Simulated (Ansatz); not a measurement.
# C2H11AlOSi: the cost of one run

All numbers below are computed with Ansatz 0.2.0 (UKS PBE-D4/STO-3G).

## (1) Starting point

Bond lengths: Al1–C2 2.291 Å, C2–C3 1.539 Å, Al1–H4 1.537 Å, Al1–H5 1.538 Å, Al1–O7 2.177 Å, O7–Si8 1.609 Å, C2–H9 1.092 Å, C2–H10 1.098 Å, C3–H11 1.102 Å, C3–H12 1.091 Å, C3–H13 1.091 Å, Si8–H14 1.463 Å, Si8–H15 1.463 Å, Si8–H16 1.470 Å. Angles (14 of 25 angles, heavy atoms first): Al1–C2–C3 83.2°, C2–Al1–O7 73.7°, Al1–O7–Si8 173.5°, Al1–C2–H9 144.7°, Al1–C2–H10 100.9°, C3–C2–H9 108.1°, C3–C2–H10 108.9°, C2–Al1–H4 108.2°, C2–Al1–H5 120.1°, H4–Al1–O7 114.9°, H5–Al1–O7 111.8°, C2–C3–H11 111.1°, C2–C3–H12 111.2°, C2–C3–H13 111.4°.

Coordinates:

```xyz
16

Al   -0.4974    1.4248    0.2809
C    -0.8440   -0.5940   -0.7449
C    -1.1319    0.2873   -1.9735
H    -1.7341    1.7492    1.1348
H     0.2285    2.5548   -0.4683
H     0.0995   -0.3110    0.2455
O     0.9040    0.0296    1.1905
Si    1.9721   -0.8717    1.9874
H    -0.3651   -1.5124   -1.0901
H    -1.7974   -0.8960   -0.2923
H    -1.6836    1.1973   -1.6888
H    -0.2067    0.6060   -2.4564
H    -1.7366   -0.2425   -2.7114
H     3.2976   -0.2694    1.8388
H     1.5648   -0.9529    3.3897
H     1.9303   -2.1994    1.3583
```

## (2) Run 1

150 steps of 0.5 fs at constant energy, with velocities drawn for 100 K.

File input.yaml:

```yaml
crystal:
  periodic: [false, false, false]
  atoms:
    - { symbol: Al, position_ang: [-0.4974, 1.4248, 0.2809] }
    - { symbol: C, position_ang: [-0.844, -0.594, -0.7449] }
    - { symbol: C, position_ang: [-1.1319, 0.2873, -1.9735] }
    - { symbol: H, position_ang: [-1.7341, 1.7492, 1.1348] }
    - { symbol: H, position_ang: [0.2285, 2.5548, -0.4683] }
    - { symbol: H, position_ang: [0.0995, -0.311, 0.2455] }
    - { symbol: O, position_ang: [0.904, 0.0296, 1.1905] }
    - { symbol: Si, position_ang: [1.9721, -0.8717, 1.9874] }
    - { symbol: H, position_ang: [-0.3651, -1.5124, -1.0901] }
    - { symbol: H, position_ang: [-1.7974, -0.896, -0.2923] }
    - { symbol: H, position_ang: [-1.6836, 1.1973, -1.6888] }
    - { symbol: H, position_ang: [-0.2067, 0.606, -2.4564] }
    - { symbol: H, position_ang: [-1.7366, -0.2425, -2.7114] }
    - { symbol: H, position_ang: [3.2976, -0.2694, 1.8388] }
    - { symbol: H, position_ang: [1.5648, -0.9529, 3.3897] }
    - { symbol: H, position_ang: [1.9303, -2.1994, 1.3583] }
magnetization:
  spin_polarized: true
basis:
  gaussian: { orbitals: STO-3G }
hamiltonian:
  xc: pbe
  dispersion: d4
md:
  timestep: 0.5
  n_steps: 150
  ensemble: nve
  temperature: 100.0
  initial_velocities: maxwell_boltzmann
  seed: 45760
```

Run with:

```bash
ansatz run input.yaml --threads 1 --pin off --max-ram 2048MiB --backend cpu --events-out ev --progress --plain --runs-dir out
```

**Question.** How long does this run take on 1 thread of Arm Neoverse V1, shared host, and how much memory does it need?

About 13 min, with a peak of 0.14 GiB.
